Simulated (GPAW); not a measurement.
Zr3MoC:

```
Zr Mo C
1.0
     4.94251    0.00000    0.00000
     0.00000    4.94251    0.00000
     0.00000    0.00000    4.94251
Zr Mo C
3 1 1
Direct
  0.50000 0.00000 0.00000
  0.00000 0.50000 0.00000
  0.00000 0.00000 0.50000
  0.00000 0.00000 0.00000
  0.50000 0.50000 0.50000
```

The cell was built by a generator and needn't be a form met in nature.

```yaml
Program: GPAW 26.7.0
Task: relaxation of cell and atoms
Functional: PBE
Dispersion: D3(BJ)
Potentials_or_basis: GPAW PAW data sets (gpaw-data 1.2.1)
Cutoff: 800 eV
Basis: pw
k_mesh: 5 × 5 × 5
Occupations: fermi-dirac, width 0.05 eV
Spin: no spin polarisation
```

At the start: pressure -2.7 GPa; volume 24.15 Å³/atom.

Q: How do energy, volume and symmetry change on relaxing?

A: Over 3 steps the energy falls by 7.4 meV/atom and the volume is 23.26 Å³/atom (-3.7 %); space group Pm-3m (No. 221, to 0.05 Å).

Step by step:
```tsv
step	energy change (eV)	largest force (eV/Å)	pressure (GPa)	volume (Å³)
1	0.0000	0.0000	-2.70	120.74
2	-0.0067	0.0000	-2.45	120.32
3	-0.0371	0.0000	0.05	116.31
```

Final structure:
```
Zr Mo C
1.0
     4.88132    0.00000    0.00000
     0.00000    4.88132    0.00000
     0.00000    0.00000    4.88132
Zr Mo C
3 1 1
Direct
  0.50000 0.00000 0.00000
  0.00000 0.50000 0.00000
  0.00000 0.00000 0.50000
  0.00000 0.00000 0.00000
  0.50000 0.50000 0.50000
```

Caveat: later steps reuse the first step's grids; pairwise dispersion overbinds metals, which lowers pressure and volume.
